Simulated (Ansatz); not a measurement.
**C₂H₅BrSi: a ladder of functionals and wavefunction methods**

One table from this session's results is given with a row withheld; the runs are named, their logs left out.

The runs use Ansatz 0.2.0, Gaussian basis; functionals in def2-TZVPP, the program's frozen cores in correlated methods.

Levels to be run: LDA (SPW92), PBE-D4, revPBE-D4, BLYP-D4, r2SCAN-D4, B97M-V, PBE0-D4, B3LYP-D4, r2SCANh-D4, r2SCAN0-D4, HSE06-D4, BHLYP-D4, CAM-B3LYP-D4, LC-ωPBE, ωB97X-V, ωB97M-V, B2PLYP, PBE-QIDH; CCSD(T)/def2-SVP; CCSD(T)/def2-TZVPP; MP2/def2-QZVPP; extrapolation to the limit; RPA on PBE.

**The relaxed structure**

An earlier PBE0-D4 in a triple-zeta def2 set relaxation fixed the geometry.

SMILES `C=C[SiH2]Br`, 9 atoms, charge 0, spin multiplicity 1.

Atoms are counted from 1 here; the program's logs count them from 0.

Bond lengths: C1–C2 1.330 Å, C1–H5 1.087 Å, C1–H6 1.086 Å, C2–Si3 1.848 Å, C2–H7 1.088 Å, Si3–Br4 2.229 Å, Si3–H8 1.482 Å, Si3–H9 1.482 Å. Angles: C2–C1–H5 121.7°, C2–C1–H6 122.2°, H5–C1–H6 116.1°, C1–C2–Si3 121.7°, C1–C2–H7 119.0°, Si3–C2–H7 119.3°, C2–Si3–Br4 110.1°, C2–Si3–H8 112.1°, C2–Si3–H9 109.5°, Br4–Si3–H8 106.2°, Br4–Si3–H9 108.1°, H8–Si3–H9 110.8°.

The first run:

in.yaml

```yaml
crystal:
  periodic: [false, false, false]
  atoms:
    - {symbol: C, position_ang: [-0.405817, 1.503790, -0.203175]}
    - {symbol: C, position_ang: [0.453632, 0.497430, -0.339723]}
    - {symbol: Si, position_ang: [0.141654, -1.157486, 0.421355]}
    - {symbol: Br, position_ang: [-0.025684, -2.710934, -1.167920]}
    - {symbol: H, position_ang: [-1.333417, 1.391871, 0.351446]}
    - {symbol: H, position_ang: [-0.224590, 2.482347, -0.638776]}
    - {symbol: H, position_ang: [1.365232, 0.657144, -0.911959]}
    - {symbol: H, position_ang: [1.254962, -1.586098, 1.301404]}
    - {symbol: H, position_ang: [-1.137373, -1.124465, 1.170146]}
basis:
  gaussian: {orbitals: def2-TZVPP}
hamiltonian: {xc: lda}
output: {orbitals: {seedname: orbitals}}
```

Launch:

```console
$ ansatz run in.yaml --threads 4 --pin off --events-out ev --progress --plain --max-ram 10444MiB
```

Among the steps run: LDA; PBE-D4 (GGA); revPBE-D4 (GGA); BLYP-D4 (GGA); r2SCAN-D4 (meta-GGA); B97M-V (meta-GGA); B3LYP-D4 (hybrid); r2SCANh-D4 (hybrid); r2SCAN0-D4 (hybrid); HSE06-D4 (hybrid); BHLYP-D4 (hybrid); CAM-B3LYP-D4 (range-separated); LC-ωPBE (range-separated); ωB97X-V (range-separated); ωB97M-V (range-separated); B2PLYP (double hybrid); PBE-QIDH (double hybrid).

One table of the session follows, with a row left open; its other results are not shown here.

It belongs to the step «Frontier levels by functional». 

| functional | HOMO (eV) | gap (eV) |
| --- | --- | --- |
| LDA (SPW92) | -7.09 | 4.85 |
| PBE-D4 | -6.96 | 4.97 |
| revPBE-D4 | -6.91 | 5.01 |
| BLYP-D4 | -6.79 | 4.96 |
| r2SCAN-D4 | -7.27 | 5.48 |
| B97M-V | -7.34 | 5.59 |
| PBE0-D4 | -8.19 | 7.17 |
| B3LYP-D4 | ? | ? |
| r2SCANh-D4 | -7.71 | 6.29 |
| r2SCAN0-D4 | -8.38 | 7.48 |
| HSE06-D4 | -7.79 | 6.40 |
| BHLYP-D4 | -9.20 | 9.29 |
| CAM-B3LYP-D4 | -9.49 | 9.63 |
| LC-ωPBE | -10.89 | 12.16 |
| ωB97X-V | -10.51 | 11.71 |
| ωB97M-V | -10.39 | 11.43 |

**Question.** Estimate the row for B3LYP-D4.

Worked estimate for «HOMO (eV)». Against the share of exact exchange, BLYP-D4 (0, -6.79), BHLYP-D4 (0.5, -9.20) give a slope of -4.82 per unit share; at 0.2 the line stands at -7.75.

As computed: HOMO (eV): -7.93; gap (eV): 6.72. In «HOMO (eV)» the line misses by +0.18.
